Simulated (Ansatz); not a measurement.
CH6ClNSi, SMILES CN[SiH2]Cl: an atomisation energy, run with Ansatz 0.2.0, Python API.

`ch6clnsi_tae.py`
```python
"""Energy to split CH6ClNSi into its atoms."""

from collections import Counter

import ansatz as az


def energy_of(molecule, charge=0, unpaired=0):
    calc = (
        molecule.calculation()
        .basis(gaussian="cc-pVTZ")
        .functional("pbe")
    )
    if charge:
        calc = calc.charge(charge)
    if unpaired:
        calc = calc.spin("collinear", total=unpaired)
    return calc.run().report["free_energy_ev"]


def main() -> None:
    ch6clnsi = (
        az.Crystal.molecule()
        .atom("C", [-0.1755, 1.3278, 0.373])
        .atom("N", [-0.437, -0.0652, 0.4358])
        .atom("Si", [0.4707, -1.2176, -0.3953])
        .atom("Cl", [-0.2101, -3.0586, -0.0423])
        .atom("H", [-0.9217, 1.8749, 1.0143])
        .atom("H", [-0.3944, 1.7681, -0.6535])
        .atom("H", [0.8153, 1.6509, 0.6802])
        .atom("H", [-1.3727, -0.2504, 0.2408])
        .atom("H", [0.41, -0.9166, -1.7873])
        .atom("H", [1.8985, -1.1645, 0.1373])
    )

    # unpaired electrons of the ground-state atoms
    unpaired = {"C": 2, "N": 3, "Si": 2, "Cl": 1, "H": 1}
    counts = Counter(site.symbol for site in ch6clnsi.cartesian_sites)
    atom_energy = {s: energy_of(az.Crystal.molecule().atom(s, (0, 0, 0)), 0, unpaired[s]) for s in counts}
    whole = energy_of(ch6clnsi, 0, 0)
    for s, e in atom_energy.items():
        print(f"{s:2s} x{counts[s]}  {e:14.5f} eV")
    print(f"CH6ClNSi: {whole:.5f} eV")
    split = sum(counts[s] * e for s, e in atom_energy.items()) - whole
    print(f"atomisation energy (no zero-point term): {split:.3f} eV, {split / sum(counts.values()):.3f} eV an atom")


if __name__ == "__main__":
    main()
```

What does it cost to take this molecule apart into atoms?

35.137 eV from the electronic energies, without the zero-point term.

The output:

`python ch6clnsi_tae.py` gives:
```text
C  x1     -1028.45225 eV
N  x1     -1483.82804 eV
Si x1     -7870.25611 eV
Cl x1    -12516.29786 eV
H  x6       -13.59534 eV
CH6ClNSi: -23015.54333 eV
atomisation energy (no zero-point term): 35.137 eV, 3.514 eV an atom
```

Notes:
- Total energies depend on the basis set; only differences at equal settings carry meaning.
- The geometry is a force-field or estimated start, not a minimum of this method, and the basis set is short of its limit. All parts are taken at fixed geometry, without zero-point energy.
- For Al to Cl the sets with a tight d function, cc-pV(X+d)Z, are usual.
- This functional overbinds, so such energies come out a few per cent too high (LDA far more).
- Hardware and time: 6.4 s on 1 thread of Intel(R) Xeon(R) Processor @ 2.30GHz (shared host), peak memory 0.35 GiB.
